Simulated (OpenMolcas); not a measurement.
**Cu⁴⁺ among point charges: CASSCF and CASPT2 levels and susceptibility**

Aim: the splitting of the states of Cu⁴⁺ in the field of 6 point charges, its lowest levels with spin-orbit coupling and its magnetic susceptibility.

Program: OpenMolcas 26.06. Level of theory: state-averaged CASSCF and CASPT2, spin-orbit coupling by RASSI with atomic mean-field integrals. These are calculated values, not measurements, unless marked.

### 1 What is computed

| Property | Result |
| --- | --- |
| Species | Cu⁴⁺ (copper, Z = 29, 25 electrons) |
| Basis | ANO-RCC-VDZP [5s4p2d1f], 34 functions |
| Scalar Hamiltonian | DKH2, point nucleus |
| Inactive shells | 1s 2s 2p 3s 3p |
| Active space | 7 electrons in 5 orbitals (3d) |
| Some configurations of this space | 3d⁷ |
| Orbitals | optimised for each spin and parity, averaged over all roots |

Outer shells as boxes (Hund's rule):

3d7
```
3d [↑↓][↑↓][↑ ][↑ ][↑ ]
```

The ion sits among 6 point charges of -1.3 e arranged as a tetragonal octahedron (D4h), 1.9 Å from the ion, with the axial distance 1.995 Å.

Each step is its own input file, run in one work folder so that later steps find the files of earlier ones. Labels, J, g values, rates, χT and fits are worked out afterwards by a script from the matrices that RASSI stores. The input lists half of the charges; inversion (Group=XYZ) makes the rest.

### 2 One- and two-electron integrals

Input file a.inp:

```
&GATEWAY
Coord
1

Cu 0.0 0.0 0.0
Basis=ANO-RCC-VDZP
Group=XYZ
NoMove
AngMom=0.0 0.0 0.0
AMFI
XField
3 Angstrom 0
1.900000 0.000000 0.000000 -1.300000
0.000000 1.900000 0.000000 -1.300000
0.000000 0.000000 1.995000 -1.300000
&SEWARD
```

### 3 CASSCF: quartets of even parity, 10 roots

Input file a.inp:

```
&RASSCF
FileOrb=start.orb
Symmetry=1
Spin=4
nActEl=7 0 0
Inactive=3 6
Ras2=5 0
CIRoot=10 10 1
SDav=10
CIMx=300
Iter=120 100
PrWF=0.3
OrbListing=Nothing
MaxOrb=0
>>> COPY $Project.JobIph JOB001
```

start.orb holds the contracted functions of the basis, ordered by shell, or the orbitals of the step before.

### 4 Reference wave functions, doublets of even parity, 40 roots

Input file a.inp:

```
&RASSCF
FileOrb=start.orb
Symmetry=1
Spin=2
nActEl=7 0 0
Inactive=3 6
Ras2=5 0
CIRoot=40 40 1
SDav=40
CIMx=300
Iter=120 100
PrWF=0.3
OrbListing=Nothing
MaxOrb=0
>>> COPY $Project.JobIph JOB002
```

### 5 State interaction with spin-orbit coupling

Input file a.inp:

```
&RASSI
NrOfJobIphs=2 10 40
1 2 3 4 5 6 7 8 9 10
1 2 3 4 5 6 7 8 9 10 11 12 13 14 15 16 17 18 19 20 21 22 23 24 25 26 27
28 29 30 31 32 33 34 35 36 37 38 39 40
IphNames
JOB001
JOB002
EJob
SpinOrbit
DIPRint=1.0
SOCoupling=1000.0
Subsets=2
Property=9
'ANGMOM' 1 'ANGMOM' 2 'ANGMOM' 3 'MLTPL  1' 1 'MLTPL  1' 2 'MLTPL  1' 3
'AMFI' 1 'AMFI' 2 'AMFI' 3
SOProperty=3
'ANGMOM' 1 'ANGMOM' 2 'ANGMOM' 3
```

### 6 CASPT2: IPEA 0.25, imaginary shift 0.1 (closed shells correlated: 3s 3p)

Input file a.inp:

```
>>> COPY JOB001 $Project.JobIph
&CASPT2
Multistate=10 1 2 3 4 5 6 7 8 9 10
NoMult
Frozen=2 3
IPEA=0.25
Imaginary=0.1
MaxIter=60
WThr=0.0 0.3 0.05
PrWF=0.5
NoMix
>>> COPY JOB002 $Project.JobIph
&CASPT2
Multistate=40 1 2 3 4 5 6 7 8 9 10 11 12 13 14 15 16 17 18 19 20 21 22
23 24 25 26 27 28 29 30 31 32 33 34 35 36 37 38 39 40
NoMult
Frozen=2 3
IPEA=0.25
Imaginary=0.1
MaxIter=60
WThr=0.0 0.3 0.05
PrWF=0.5
NoMix
```

(Steps that only read results are left out.)

Before running it: what results should come out? Wanted: spin-free ground state; first state of the same spin within the active space; lowest level; next level.

The runs gave:

| quantity | value |
| --- | --- |
| method | SS-CASPT2, IPEA 0.25, imaginary shift 0.1 (closed shells correlated: 3s 3p) |
| spin-free ground state | 4A2, 1-fold in its orbital part |
| first state of the same spin within the active space | 4E at 80.7 cm⁻¹ |
| lowest level | 2-fold E1/2, g = 2.72, 5.94, 5.94 |
| next level | 354.2 cm⁻¹ |
| χT at 300 K | 4.47 cm³ K/mol |
| effective moment at 300 K | 5.98 μB |

Cost by method:

```
                                              method  time of its own steps  time with the reference
                                           A. CASSCF                  8.8 s                    8.8 s
B. SS-CASPT2, IPEA 0.25, imaginary shift 0.1, +3s 3p                  2.6 s                     11 s
```

Times are of one thread on a shared host.

The spin-free ground state (4A2) comes to 100 % from free-ion F terms and keeps the highest spin of the shell. χT at 300 K is 4.47, against 1.88 cm³ K/mol for the spin alone, so orbital moment adds to it. An active space of the d shell alone favours high spin; real ions in strong fields can be low spin. The field of point charges can differ much from that of real complexes. With metal d orbitals alone active, the gaps between spin states are rough; where two lie within a few thousand cm-1, their order is open. Point charges carry no covalency, so the field is a model and not that of real ligands.
